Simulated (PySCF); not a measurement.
# C5H6Cl2O: the cost of one run

Computed with PySCF 2.14.0 and routines of our own; the level stands in each step. Atoms count from 0.

### 1 The starting structure

14 atoms, charge 0, multiplicity 1; geometry from: GFN2-xTB.

### 2 Magnetic properties: GIAO PBE/pcSseg-1

The job: settings as JSON, then the geometry in Å.

```
{"job": {"kind": "mag", "xc": "PBE", "basis": "pcSseg-1", "isotopologues": 2}, "charge": 0, "multiplicity": 1}
C     -1.673663    -0.534812     0.585917
C     -0.912285    -0.124108    -0.680254
C      0.078977     0.937578    -0.356937
Cl    -0.538385     2.538754    -0.394340
C      1.366248     0.762104    -0.005785
C      2.002664    -0.535000     0.062819
O      1.544626    -1.624253    -0.091300
Cl     3.732801    -0.369580     0.437075
H     -0.985162    -0.957510     1.312151
H     -2.418735    -1.284369     0.336116
H     -2.174059     0.322693     1.029094
H     -1.618527     0.250424    -1.422555
H     -0.391993    -0.995449    -1.077670
H      1.986814     1.613054     0.228569
```

Level: GIAO PBE/pcSseg-1 magnetisability, rotational g tensor and spin-rotation constants, non-relativistic, gas phase.

Launch:

```bash
$ OMP_NUM_THREADS=1 python excited_run.py task.json out
```

The driver reads the jobs from task.json and runs them one after another.

**Question.** How long does this first job take on 1 thread of Arm Neoverse V1, shared host, and how much memory does it need?

About 44 s, with a peak of 0.69 GiB.
